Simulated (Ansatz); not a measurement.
Write a Python script for Ansatz's Python interface that makes harmonic frequencies at the relaxed geometry of C2H5Al2N, SMILES N[C]1=[C]([AlH2])[AlH]1. Settings (for the species named): r2SCAN, def2-SVP basis, multiplicity 1.

```xyz
10

N    -0.7960    1.9171   -0.3896
C    -0.0944    0.7577   -0.5060
C     0.2042   -0.5132    0.0451
Al    0.0230   -1.7919    1.5079
Al    1.1245   -0.1774   -1.5008
H    -1.4907    2.1197    0.4042
H    -0.7253    2.7038   -1.1277
H     0.7749   -3.1746    1.5050
H    -1.0681   -1.4417    2.7322
H     2.1309   -0.4506   -2.6673
```

`run_freq.py`
```python
"""Vibrations of C2H5Al2N."""

from dataclasses import dataclass

import ansatz as az
import numpy as np


@dataclass(frozen=True)
class Settings:
    basis: str = "def2-SVP"
    xc: str = "r2SCAN"


settings = Settings()

GEOMETRY = """
N    -0.79600    1.91710   -0.38960
C    -0.09440    0.75770   -0.50600
C     0.20420   -0.51320    0.04510
Al    0.02300   -1.79190    1.50790
Al    1.12450   -0.17740   -1.50080
H    -1.49070    2.11970    0.40420
H    -0.72530    2.70380   -1.12770
H     0.77490   -3.17460    1.50500
H    -1.06810   -1.44170    2.73220
H     2.13090   -0.45060   -2.66730
"""

molecule = az.Crystal.molecule()
for line in GEOMETRY.strip().splitlines():
    symbol, *xyz = line.split()
    molecule = molecule.atom(symbol, [float(v) for v in xyz])

calc = (
    molecule.calculation()
    .basis(gaussian=settings.basis)
    .functional(settings.xc)
)
symbols = [site.symbol for site in molecule.cartesian_sites]
start = np.array([site.position_ang for site in molecule.cartesian_sites], dtype=float)
def progress(event):
    if event["event"] == "relax_step":
        row = event["data"]
        print(f"step {row['step']:3d}  E = {row['lagrangian_ev']:.6f} eV  max force {row['allowed_force_max_ev_ang']:.4f} eV/A")


summary = calc.relax(force_tolerance=0.003, max_steps=100).session().plan().execute(on_event=progress).report
end = np.array(summary["positions_ang"])

print("bond        before    after (A)")
for i, j in [(0, 1), (0, 5), (0, 6), (1, 2), (1, 4), (2, 3), (2, 4), (3, 7), (3, 8), (4, 9)]:
    d0, d1 = (np.linalg.norm(xyz[i] - xyz[j]) for xyz in (start, end))
    print(f"{symbols[i]}{i}-{symbols[j]}{j}".ljust(10), f"{d0:8.4f} {d1:8.4f}")

# frequencies need a stationary point, so they are taken at the relaxed geometry
minimum = az.Crystal.molecule()
for symbol, xyz in zip(symbols, end):
    minimum = minimum.atom(symbol, xyz.tolist())
vibrating = (
    minimum.calculation()
    .basis(gaussian=settings.basis)
    .functional(settings.xc)
    .phonons(temperatures=(100, 500, 100))
)
vib = vibrating.run().report["vibrations"]
sums = vib["harmonic_sums"]
modes = [m["omega_inv_cm"] for m in sums["modes_at_gamma"] if m["rigid_motion"] == "no"]
print("frequencies (1/cm):", " ".join(f"{w:.0f}" for w in modes))
print("imaginary modes:", sum(w < 0 for w in modes), " zero-point energy:", round(sums["zero_point_energy_ev"], 4), "eV")
print("T (K)   F_vib (eV)   S_vib (meV/K)   C_vib (meV/K)")
for row in zip(sums["temperatures_k"], sums["vibrational_free_energy_ev"], vib["entropy_ev_per_k"], vib["heat_capacity_ev_per_k"]):
    print(f"{row[0]:6.1f} {row[1]:11.4f} {1000 * row[2]:13.4f} {1000 * row[3]:15.4f}")

# all hydrogen replaced by deuterium
heavier = vibrating.phonons(masses={"H": 2.014102}).run().report["vibrations"]["harmonic_sums"]
print("deuterated (1/cm):", " ".join(f"{m['omega_inv_cm']:.0f}" for m in heavier["modes_at_gamma"] if m["rigid_motion"] == "no"))
print("zero-point energy falls by", round(sums["zero_point_energy_ev"] - heavier["zero_point_energy_ev"], 4), "eV")
```

Output of `python run_freq.py`:
```text
step   1  E = -16826.070738 eV  max force 2.0914 eV/A
step   2  E = -16826.543681 eV  max force 0.9665 eV/A
step   3  E = -16826.668097 eV  max force 0.5299 eV/A
step   4  E = -16826.678567 eV  max force 0.4303 eV/A
step   5  E = -16826.716649 eV  max force 0.2202 eV/A
step   6  E = -16826.721474 eV  max force 0.2713 eV/A
step   7  E = -16826.724336 eV  max force 0.1006 eV/A
step   8  E = -16826.725344 eV  max force 0.0223 eV/A
step   9  E = -16826.725434 eV  max force 0.0242 eV/A
step  10  E = -16826.725473 eV  max force 0.0078 eV/A
step  11  E = -16826.725483 eV  max force 0.0035 eV/A
step  12  E = -16826.725489 eV  max force 0.0014 eV/A
step  13  E = -16826.725494 eV  max force 0.0031 eV/A
step  14  E = -16826.725494 eV  max force 0.0040 eV/A
step  15  E = -16826.725498 eV  max force 0.0035 eV/A
step  16  E = -16826.725499 eV  max force 0.0020 eV/A
step  17  E = -16826.725500 eV  max force 0.0010 eV/A
bond        before    after (A)
N0-C1        1.3601   1.3399
N0-H5        1.0741   1.0189
N0-H6        1.0811   1.0117
C1-C2        1.4171   1.4152
C1-Al4       1.8302   1.8853
C2-Al3       1.9513   1.9187
C2-Al4       1.8302   1.8705
Al3-H7       1.5739   1.5927
Al3-H8       1.6769   1.6039
Al4-H9       1.5647   1.5753
frequencies (1/cm): 55 103 173 292 313 361 444 450 466 537 603 644 653 801 843 1095 1288 1509 1605 1865 1913 1978 3510 3686
imaginary modes: 0  zero-point energy: 1.5613 eV
T (K)   F_vib (eV)   S_vib (meV/K)   C_vib (meV/K)
 100.0      1.5528        0.2132          0.2841
 200.0      1.5165        0.5181          0.6314
 300.0      1.4491        0.8280          0.8997
 400.0      1.3517        1.1148          1.0939
 500.0      1.2270        1.3756          1.2434
deuterated (1/cm): 41 92 152 238 262 299 343 350 384 461 470 553 589 592 827 919 1135 1288 1340 1380 1424 1539 2539 2724
zero-point energy falls by 0.3252 eV
```

Total energies depend on the basis set; only differences at equal settings carry meaning. The frequencies are harmonic and unscaled, in a modest basis. The result belongs to the one conformer reached from this start, and soft torsions count as harmonic oscillators. Timing: 8 min on 1 thread of Arm Neoverse V2, with other jobs on the host, peak memory 0.24 GiB.

(A comment or docstring line of the script was reworded after the run, the code is as it ran; lines on the test bed's own set-up are left out of the output.)
